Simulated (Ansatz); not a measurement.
# ZrBr: the cost of one run

Program: Ansatz 0.2.0. Level of theory: DFT LDA, scalar-relativistic. These are calculated values, not measurements.

2 further runs of the same task are left out: 2 that didn't finish. Runs told in other sessions of the task aren't counted.

**1. The system as given**

Symmetry: R-3m, No. 166, trigonal system. Conventional cell: a = 3.503 Å, b = 3.503 Å, c = 28.071 Å, α = 90.00°, β = 90.00°, γ = 120.00°. Around Zr (site symmetry 3m) lie 3 Br at 2.74 Å and 3 Zr at 3.13 Å. Br (site symmetry 3m) has 3 Zr at 2.74 Å in its first shell of neighbours.

Coordinates:

```cif
data_structure
_symmetry_space_group_name_H-M 'R-3m:H'
_symmetry_Int_Tables_number 166
_cell_length_a 3.5031
_cell_length_b 3.5031
_cell_length_c 28.0710
_cell_angle_alpha 90.000
_cell_angle_beta 90.000
_cell_angle_gamma 120.000
_cell_volume 298.33
loop_
_atom_site_label
_atom_site_type_symbol
_atom_site_symmetry_multiplicity
_atom_site_Wyckoff_symbol
_atom_site_fract_x
_atom_site_fract_y
_atom_site_fract_z
_atom_site_occupancy
Zr1 Zr 6 c 0.00000 0.00000 0.20920 1
Br1 Br 6 c 0.33333 0.66667 0.05837 1
```

The file gives the conventional cell by its symmetry; the runs use the cell typed in the input.

Atoms are numbered in the order of the input: Zr1, Zr2, Br3, Br4.

**2. After the deformation**

Space group R-3m before, P-1 after.

**3. PAW on the default files**

File input.yaml:

```yaml
crystal:
  lattice:
    - [1.8033926807, 1.0668014219, 9.3708140503]
    - [-1.6997100941, 1.0492859081, 9.3532985364]
    - [0.0366724134, -1.97573233, 9.3468874134]
  atoms:
    - { symbol: Zr, position: [0.2092, 0.2092, 0.2092] }
    - { symbol: Zr, position: [0.7908, 0.7908, 0.7908] }
    - { symbol: Br, position: [0.3917, 0.3917, 0.3917] }
    - { symbol: Br, position: [0.6083, 0.6083, 0.6083] }
kpoints:
  mp_grid: { grid: [10, 10, 10] }
scf:
  occupations: { method: fermi_dirac, width: 0.02 }
hamiltonian:
  xc: lda
  pseudopotentials: { kind: paw }
output:
  forces: true
  stress: true
  eigenvalues: true
  efg: { contact_densities: true }
```

Command:

```sh
$ ansatz run input.yaml --threads 1 --pin off --max-ram 4096MiB --backend cpu --events-out ev --progress --plain --runs-dir out
```

Q: Estimate wall time and peak memory on 1 thread of Arm Neoverse V2, shared host.

About 54 s, with a peak of 1 GiB.
